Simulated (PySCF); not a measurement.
**A diatomic session: BIr**

One job finds the state of BIr, follows it along the bond with each method and fits the curves.

Program: PySCF 2.14.0. Level of theory: B x2c-TZVPPall, Ir x2c-TZVPPall, spin-free X2C with a Gaussian nucleus. These are calculated values, not measurements.

## (1) The job

A driver script around PySCF takes these settings:

- atoms: B, Ir
- charge: 0
- basis: B x2c-TZVPPall, Ir x2c-TZVPPall
- Hamiltonian: spin-free X2C with a Gaussian nucleus
- basis functions: 128
- electrons treated: 82
- masses in u: 11.0093, 192.9629
- levels: PBE0, PBE, r²SCAN, PBEsol, B97-3, B2PLYP, B3LYP, ωB97M-V, HF, MP2, SCS-MP2
- grid: 80 radial by 434 angular points
- occupations: held fixed by the projection of orbital angular momentum
- dissociation limit: B + Ir, each in its ground configuration
- starting distance in angstrom: 2.000
- values of 2S to try: 0, 2, 4, 6

Command:

```
> OMP_NUM_THREADS=2 python dia.py task.json out
```

The runs that follow: PBE0 along the bond; Excited determinants; PBE; r²SCAN (meta-GGA); PBEsol (GGA); B97-3 (global hybrid GGA); B2PLYP (double hybrid); B3LYP; ωB97M-V; ROHF.

**Question.** What will these runs give? Wanted: for each run, Re; ωe; De; μ.

As calculated:

Lowest PBE0 solution found, without spin–orbit coupling: triplet, unpaired electrons σ ↑, δ ↑. State 2 has its PBE0 minimum 0.18 eV higher, as a spin-mixed determinant (⟨S²⟩ = 1.03), so this is no gap between pure states. State 3 has its PBE0 minimum 0.37 eV higher. State 4 has its PBE0 minimum 1.42 eV higher. The other levels ran on the lowest alone.

```tsv
level	Re (Å)	ωe (cm⁻¹)	De (eV)	μ (D)
ROHF	1.762	811	2.13	2.37
ROHF-SCS-MP2	1.740	1144	5.70	n/a
PBE	1.760	935	6.34	1.54
PBEsol	1.751	954	6.79	1.46
r²SCAN	1.742	966	6.01	1.67
B3LYP	1.757	937	5.40	1.57
PBE0	1.750	950	5.59	1.71
B97-3	1.751	937	5.34	1.89
ωB97M-V	1.745	946	5.26	1.80
B2PLYP	1.762	950	5.64	1.77
```

De is counted to B + Ir in their ground configurations. A positive dipole means B(−)Ir(+). No constants: ROHF-MP2 (the points don't follow one smooth fit).

What this shows: Bond lengths run from 1.740 Å (ROHF-SCS-MP2) to 1.762 Å (ROHF). Among the levels with a De in the table, it runs from 2.13 eV (ROHF) to 6.79 eV (PBEsol).

Correlated steps freeze 24 core orbitals. These are scalar-relativistic numbers at best; spin–orbit coupling would shift them, the dissociation energy most. B2PLYP dipoles, levels and charges come from its SCF part alone. With d or f electrons several states lie close, and the lowest PBE0 determinant need not be the measured ground state. With spin–orbit coupling the term label itself may not hold.
